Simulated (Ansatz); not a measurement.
**Hg (bcc type): how the settings move a single-point run**

How sensitive is a single-point run of Hg (bcc type) to its settings? A reference run comes first, then one run with altered input.

Method: reference: DFT, LDA, all-electron LAPW, scalar-relativistic, in Ansatz 0.2.0.

1 further run of the same task is left out (it didn't finish). Runs told in other sessions of the task aren't counted.

## 1. The starting structure

Symmetry: Im-3m, No. 229, cubic system. Conventional cell: a = 3.556 Å, b = 3.556 Å, c = 3.556 Å, α = 90.00°, β = 90.00°, γ = 90.00°. Hg (site symmetry m-3m) is surrounded by 8 Hg at 3.08 Å.

Coordinates:

```
CELL_PARAMETERS angstrom
-1.77789 1.77789 1.77789
1.77789 -1.77789 1.77789
1.77789 1.77789 -1.77789
ATOMIC_POSITIONS crystal
Hg 0.00000 0.00000 0.00000
```

## 2. Baseline

Contents of input.yaml:

```yaml
crystal:
  lattice:
    - [-1.7778882262, 1.7778882262, 1.7778882262]
    - [1.7778882262, -1.7778882262, 1.7778882262]
    - [1.7778882262, 1.7778882262, -1.7778882262]
  atoms:
    - { symbol: Hg, position: [0.0, 0.0, 0.0] }
kpoints:
  mp_grid: { grid: [15, 15, 15] }
  band_path:
    path:
      - [0.0, 0.0, 0.0]
      - [0.5, -0.5, 0.5]
      - [0.0, 0.0, 0.5]
      - [0.0, 0.0, 0.0]
      - [0.25, 0.25, 0.25]
      - [0.5, -0.5, 0.5]
      - [0.25, 0.25, 0.25]
      - [0.0, 0.0, 0.5]
    npoints: 14
scf:
  occupations: { method: fermi_dirac, width: 0.1 }
hamiltonian:
  xc: lda
  pseudopotentials: { kind: all_electron, lapw: { basis_error: 0.001 } }
output:
  forces: true
  stress: true
  eigenvalues: true
  populations: true
  dos: { projected: true, de: 0.2, e_range: [-14, 8] }
```

Launch:

```
ansatz run input.yaml --threads 1 --pin off --max-ram 2048MiB --backend cpu --events-out ev --progress --plain --runs-dir out
```

## 3. Variant: n_extra_bands 32, scf.algorithm direct_min, dr2_threshold 1.0e-06

Changes to input.yaml since step 2:

```diff
@@ -22,2 +22,5 @@
   occupations: { method: fermi_dirac, width: 0.1 }
+  n_extra_bands: 32
+  algorithm: direct_min
+  convergence: { dr2_threshold: 1.0e-06 }
 hamiltonian:
@@ -30,2 +33 @@
   populations: true
-  dos: { projected: true, de: 0.2, e_range: [-14, 8] }
```

Before running it: what results should come out? Wanted: for each run, ending; energy change; pressure; gap; force.

As calculated:

| run | ending | energy change | pressure (GPa) | gap (eV) | force (eV/Å) | cycles | time |
| --- | --- | --- | --- | --- | --- | --- | --- |
| reference | converged | 0 | 0.0 | 0.00 | 0.00 | 8 | 19 s |
| 1: n_extra_bands 32, scf.algorithm direct_min, dr2_threshold 1.0e-06 | converged | 0.0 meV/atom | 0.0 | 0.00 | 0.00 | 4 | 61 s |

Times don't compare one to one where runs were asked for different outputs or read a saved state (see the inputs); cycles may leave out searches for a lower state.

Residual by cycle in the longest SCF loop of each run; runs are numbered as in the table. The quantity is the density residual dr2, in eV.

| cycle | reference | run 1 |
| --- | --- | --- |
| 1 | 0.0157 | 0.0157 |
| 2 | 0.00324 | 1.3e-5 |
| 3 | 0.00246 | 1.6e-8 |
| 4 | 0.00111 | 3.3e-12 |
| 5 | 2.9e-4 | - |
| 6 | 8.5e-6 | - |
| 7 | 1.7e-7 | - |
| 8 | 8.0e-10 | - |

With the changed band count, solver and convergence setting the energy agrees within 0.5 meV/atom.
